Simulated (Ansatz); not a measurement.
# CH7BOSi2: the cost of one run

Program: Ansatz 0.2.0, driven from Python. Level of theory: CAM-B3LYP/cc-pVDZ. These are calculated values, not measurements.

### 1 The structure

Bond lengths: C1–O2 1.394 Å, O2–Si3 1.712 Å, Si3–B4 2.083 Å, Si3–Si5 2.063 Å, B4–Si5 2.085 Å, C1–H6 1.053 Å, C1–H7 1.150 Å, C1–H8 1.106 Å, Si3–H9 1.510 Å, B4–H10 1.120 Å, Si5–H11 1.465 Å, Si5–H12 1.452 Å. Angles (14 of 22 angles, heavy atoms first): C1–O2–Si3 105.6°, O2–Si3–B4 112.1°, O2–Si3–Si5 115.9°, B4–Si3–Si5 60.4°, Si3–B4–Si5 59.3°, Si3–Si5–B4 60.3°, O2–C1–H6 115.1°, O2–C1–H7 104.8°, O2–C1–H8 109.4°, O2–Si3–H9 117.2°, B4–Si3–H9 111.6°, Si5–Si3–H9 124.3°, Si3–B4–H10 149.3°, Si5–B4–H10 150.8°.

The script reads ch7bosi2.xyz:

```xyz
12

C    -1.61890   -0.02150    1.36360
O    -0.57590    0.82000    0.98150
Si    0.61720   -0.20260    0.30270
B     2.00320    0.85900   -0.83380
Si    0.59400   -0.37240   -1.75280
H    -1.38800   -0.69630    2.13870
H    -2.42510    0.68280    1.78370
H    -2.07460   -0.47280    0.46300
H     1.29280   -1.18450    1.23030
H     2.81280    1.63100   -0.89050
H    -0.44260    0.41610   -2.42280
H     1.28220   -1.51400   -2.32940
```

### 2 Script

Contents of spin_ch7bosi2.py:

```python
import ansatz as az

BASIS_SET = "cc-pVDZ"
XC = "CAM-B3LYP"


def main() -> None:
    ch7bosi2 = az.Crystal.molecule_from_extxyz("ch7bosi2.xyz")

    calc = (
        ch7bosi2.calculation()
        .basis(gaussian=BASIS_SET)
        .functional(XC)
    )
    found = {}
    for unpaired in [0, 2, 4]:
        rep = calc.spin("collinear", total=unpaired).run(threads=1).report
        s = unpaired / 2
        found[unpaired] = rep["free_energy_ev"]
        print(f"2S+1 = {unpaired + 1}: E = {found[unpaired]:.5f} eV, <S^2> = {abs(rep['mean_field']['state']['spin_squared']):.3f} (pure state {s * (s + 1):.2f})")
    lowest = min(found, key=found.get)
    for unpaired, e in found.items():
        print(f"multiplicity {unpaired + 1}: {(e - found[lowest]):.3f} eV above the lowest")


if __name__ == "__main__":
    main()
```

### 3 The input behind the calls

The engine receives this input (first run):

```yaml
crystal:
  periodic: [false, false, false]
  atoms:
    - { symbol: C, position_ang: [-1.6189, -0.0215, 1.3636] }
    - { symbol: O, position_ang: [-0.5759, 0.82, 0.9815] }
    - { symbol: Si, position_ang: [0.6172, -0.2026, 0.3027] }
    - { symbol: B, position_ang: [2.0032, 0.859, -0.8338] }
    - { symbol: Si, position_ang: [0.594, -0.3724, -1.7528] }
    - { symbol: H, position_ang: [-1.388, -0.6963, 2.1387] }
    - { symbol: H, position_ang: [-2.4251, 0.6828, 1.7837] }
    - { symbol: H, position_ang: [-2.0746, -0.4728, 0.463] }
    - { symbol: H, position_ang: [1.2928, -1.1845, 1.2303] }
    - { symbol: H, position_ang: [2.8128, 1.631, -0.8905] }
    - { symbol: H, position_ang: [-0.4426, 0.4161, -2.4228] }
    - { symbol: H, position_ang: [1.2822, -1.514, -2.3294] }
basis:
  gaussian:
    orbitals: cc-pVDZ
hamiltonian:
  xc: cam_b3lyp
magnetization:
  spin_polarized: true
  initial_magnetization: 0.0
```

### 4 The run

Launch:

```
$ python spin_ch7bosi2.py
```

Q: Estimate wall time and peak memory on 1 thread of Arm Neoverse V1, shared host.

About 58 s, with a peak of 0.46 GiB.
